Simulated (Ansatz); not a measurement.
# Si: the cost of one run

All numbers below are computed with Ansatz 0.2.0 (DFT PBE, plane waves, PAW, scalar-relativistic, collinear spin).

**1. The system as given**

The cell holds 63 atoms (Si63): a = 10.860 Å, b = 10.860 Å, c = 10.860 Å, α = 90.00°, β = 90.00°, γ = 90.00°.

Its coordinates follow in the input file.

**2. Relaxing end A**

Input file input.yaml:

```yaml
crystal:
  lattice:
    - [10.86, 0.0, 0.0]
    - [0.0, 10.86, 0.0]
    - [0.0, 0.0, 10.86]
  atoms:
    - { symbol: Si, position: [0.4925921, -0.0039724, -0.0009346] }
    - { symbol: Si, position: [0.6289478, 0.1220728, 0.1250819] }
    - { symbol: Si, position: [0.7553737, 0.2554269, -0.000324] }
    - { symbol: Si, position: [0.8777164, 0.3694892, 0.1278785] }
    - { symbol: Si, position: [0.7545583, 0.0012479, 0.2463374] }
    - { symbol: Si, position: [0.8738887, 0.1235176, 0.379672] }
    - { symbol: Si, position: [-0.0026637, -0.003264, -0.001961] }
    - { symbol: Si, position: [0.1276982, 0.1233584, 0.1231513] }
    - { symbol: Si, position: [0.2444829, 0.2506678, 0.0008313] }
    - { symbol: Si, position: [0.3756085, 0.3747112, 0.1274158] }
    - { symbol: Si, position: [0.4990913, 0.4965463, 0.0040326] }
    - { symbol: Si, position: [0.6265014, 0.6221731, 0.1268969] }
    - { symbol: Si, position: [0.7556622, 0.7505949, 1.82e-05] }
    - { symbol: Si, position: [0.8729447, 0.8801994, 0.1253153] }
    - { symbol: Si, position: [0.2499046, -0.0057018, 0.2515934] }
    - { symbol: Si, position: [0.3758938, 0.1259914, 0.3717995] }
    - { symbol: Si, position: [0.4995347, 0.2536126, 0.2506006] }
    - { symbol: Si, position: [0.6254425, 0.3740393, 0.373183] }
    - { symbol: Si, position: [0.7515861, 0.5030439, 0.2516521] }
    - { symbol: Si, position: [0.8778246, 0.6227431, 0.3721634] }
    - { symbol: Si, position: [0.5032637, -0.0008481, 0.5017503] }
    - { symbol: Si, position: [0.6293996, 0.1244725, 0.6223678] }
    - { symbol: Si, position: [0.7481691, 0.2463748, 0.4985757] }
    - { symbol: Si, position: [0.8779897, 0.3775185, 0.6199478] }
    - { symbol: Si, position: [0.7479408, -0.0060941, 0.7524772] }
    - { symbol: Si, position: [0.8730722, 0.1246909, 0.8747807] }
    - { symbol: Si, position: [-0.0017792, 0.4983107, 0.000596] }
    - { symbol: Si, position: [0.1197931, 0.6244332, 0.1284986] }
    - { symbol: Si, position: [0.2541125, 0.752886, -0.0011948] }
    - { symbol: Si, position: [0.374333, 0.8749989, 0.118771] }
    - { symbol: Si, position: [0.0004389, 0.251669, 0.2507489] }
    - { symbol: Si, position: [0.1291114, 0.3738846, 0.3733666] }
    - { symbol: Si, position: [0.2562315, 0.5016128, 0.2472747] }
    - { symbol: Si, position: [0.3768421, 0.6241823, 0.3758135], spin: 1.0 }
    - { symbol: Si, position: [0.4982195, 0.746803, 0.2517303] }
    - { symbol: Si, position: [0.6266108, 0.8778623, 0.3833981] }
    - { symbol: Si, position: [-0.0032924, 0.00771, 0.5026335] }
    - { symbol: Si, position: [0.1271644, 0.1220392, 0.6274533] }
    - { symbol: Si, position: [0.2540568, 0.2486516, 0.4948841] }
    - { symbol: Si, position: [0.3715026, 0.379126, 0.6283667] }
    - { symbol: Si, position: [0.501268, 0.4980423, 0.4974016] }
    - { symbol: Si, position: [0.6199919, 0.6235177, 0.62437] }
    - { symbol: Si, position: [0.7494383, 0.7488798, 0.4964192] }
    - { symbol: Si, position: [0.8778718, 0.8745243, 0.6283096] }
    - { symbol: Si, position: [0.248998, -0.0008318, 0.7489882] }
    - { symbol: Si, position: [0.3715574, 0.1232686, 0.8798119] }
    - { symbol: Si, position: [0.5003845, 0.2470938, 0.7533024] }
    - { symbol: Si, position: [0.6300515, 0.3752197, 0.8746675] }
    - { symbol: Si, position: [0.7464907, 0.4995857, 0.7519168] }
    - { symbol: Si, position: [0.8752289, 0.6312504, 0.877999] }
    - { symbol: Si, position: [0.0015542, 0.7506439, 0.2441281] }
    - { symbol: Si, position: [0.1226707, 0.8722896, 0.3773505] }
    - { symbol: Si, position: [0.0028912, 0.5006437, 0.5031925] }
    - { symbol: Si, position: [0.1256152, 0.6209388, 0.6227165] }
    - { symbol: Si, position: [0.3760145, 0.8757182, 0.6254452] }
    - { symbol: Si, position: [-0.0005914, 0.2470714, 0.7528608] }
    - { symbol: Si, position: [0.1243391, 0.3750903, 0.8767017] }
    - { symbol: Si, position: [0.2518709, 0.5038002, 0.7506295] }
    - { symbol: Si, position: [0.3758363, 0.6237864, 0.8771249] }
    - { symbol: Si, position: [0.4910229, 0.7494672, 0.7481824] }
    - { symbol: Si, position: [0.6240826, 0.874958, 0.8794721] }
    - { symbol: Si, position: [-3.44e-05, 0.7446427, 0.7510182] }
    - { symbol: Si, position: [0.1286058, 0.8752272, 0.8746505] }
magnetization:
  spin_polarized: true
total_charge: 1
basis:
  ecutwfc: 420.0
kpoints:
  mp_grid: { grid: [1, 1, 1] }
hamiltonian:
  xc: pbe
  pseudopotentials: { kind: paw, azcp: { folder: soft_1 } }
scf:
  occupations: { method: fermi_dirac, width: 0.02 }
  lower_state_search: "off"
relax:
  f_tol: 0.03
  max_steps: 60
  adjacent_minimum: "off"
```

Command:

```
ansatz run input.yaml --threads 4 --pin off --max-ram 10240MiB --backend cpu --events-out ev --progress --plain --runs-dir out
```

**Question.** How long does this run take on 4 threads of Arm Neoverse V2, shared host, and how much memory does it need?

About 2.3 min, with a peak of 1.6 GiB.
